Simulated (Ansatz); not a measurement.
# Si: a line through an energy map

An exercise on one series of results from a longer session: the logs are not shown, and one member is left open.

Computed with Ansatz 0.2.0 (DFT LDA, scalar-relativistic, plane waves, PAW, unless a step's input says otherwise).

73 further runs of the same task are left out: 73 set aside as unsound or not needed.

### The structure to begin with

It takes space group Fd-3m (No. 227, cubic). Conventional cell: a = 5.402 Å, b = 5.402 Å, c = 5.402 Å, α = 90.00°, β = 90.00°, γ = 90.00°. Around Si (site symmetry -43m) lie 4 Si at 2.34 Å.

As a file:

```cif
data_structure
_symmetry_space_group_name_H-M 'P 1'
_symmetry_Int_Tables_number 1
_cell_length_a 3.8195
_cell_length_b 3.8195
_cell_length_c 3.8195
_cell_angle_alpha 60.000
_cell_angle_beta 60.000
_cell_angle_gamma 60.000
_cell_volume 39.40
loop_
_atom_site_label
_atom_site_type_symbol
_atom_site_fract_x
_atom_site_fract_y
_atom_site_fract_z
_atom_site_occupancy
Si1 Si 0.50000 0.50000 0.50000 1
Si2 Si 0.75000 0.75000 0.75000 1
```

It is the result of an earlier relaxation at this level (volume 19.70 Å³/atom; gap on the mesh: 0.44 eV).

### What is varied

The energy is mapped over volume and the cell's shape.

- volume per atom: 11 values from 17.34 to 22.07 Å³
- c/a of the conventional cell: 11 values from 0.834 to 1.200

Nothing else is relaxed (symmetry fixes all fractional coordinates). Energies count from the relaxed crystal. Points are written as (first, second).

Set-up of the first run:

Contents of input.yaml:

```yaml
crystal:
  lattice:
    - [0.0, 2.4877473146, 2.8775773188]
    - [2.4877473146, 0.0, 2.8775773188]
    - [2.4877473146, 2.4877473146, 0.0]
  atoms:
    - { symbol: Si, position: [0.5, 0.5, 0.5] }
    - { symbol: Si, position: [0.75, 0.75, 0.75] }
basis:
  ecutwfc: 420
kpoints:
  mp_grid: { grid: [12, 12, 12] }
hamiltonian:
  xc: lda
  pseudopotentials: { kind: paw, azcp: { folder: soft_1 } }
scf:
  occupations: { method: gaussian, width: 0.05 }
output:
  forces: true
  stress: true
  eigenvalues: true
```

On the command line:

```sh
$ ansatz run input.yaml --threads 1 --pin off --max-ram 2048MiB --backend cpu --events-out ev --progress --plain --runs-dir out
```

Steps of the session up to this table: The run at (17.81 Å³, 1.157); The run at (18.28 Å³, 1.157); Grid point (18.75 Å³, 1.157); Point (19.70 Å³, 1.157); Point (20.17 Å³, 1.157); The run at (20.65 Å³, 1.157); The run at (21.12 Å³, 1.157); Grid point (21.59 Å³, 1.157); Grid point (22.07 Å³, 1.157).

One table of the session follows, with a row left open; its other results are not shown here.

```
volume per atom (Å³)  energy (meV/atom)  slope (meV/atom per Å³)  pressure (GPa)
               17.34                187                      −91            14.6
               17.81                150                      −67            10.7
               18.28                123                      −46             7.3
               18.75                107                      −27             4.3
               19.23                  ?                        ?               ?
               19.70                 97                        4            −0.7
               20.17                102                       17            −2.7
               20.65                113                       28            −4.6
               21.12                128                       38            −6.2
               21.59                149                       47            −7.6
               22.07                173                       55            −8.8
```

Q: Estimate the row for volume per atom (Å³) = 19.23 from the others.

Worked estimate for «energy (meV/atom)». A straight line through the neighbours (18.75, 107) and (19.70, 97) gives 107 + (97 − 107) × (19.23 − 18.75) / (19.70 − 18.75) = 102; a parabola fitted to 4 rows on both sides gives 98.

**Answer.** energy (meV/atom): 98; slope (meV/atom per Å³): −10; pressure (GPa): 1.6. In «energy (meV/atom)» the line misses by +4 and the parabola by +0.

Energies count from the relaxed crystal. Rows without a step come from runs not printed here or follow by symmetry. Slopes come from the forces (and the stress, where the cell changes), not from differences of energies.

Along the line the energy is lowest at 19.70 Å³, 97 meV/atom from the zero. A fit to energies and slopes at the lowest point and its two neighbours puts the minimum at 19.552 Å³, with a curvature of about 30 meV/atom per (Å³)². V·d²E/dV² there is about 94 GPa, a bulk modulus under this line's constraint. The highest point computed, at 17.34 Å³, lies 91 meV/atom above the lowest. This is one cut through a surface in two coordinates; the map's lowest point lies off it. The gap on the mesh closes on part of the grid.

Caveats from the session: These are semilocal Kohn-Sham gaps, which aren't the measured quantity. Warnings in the runs' records: pseudo functional mismatch.
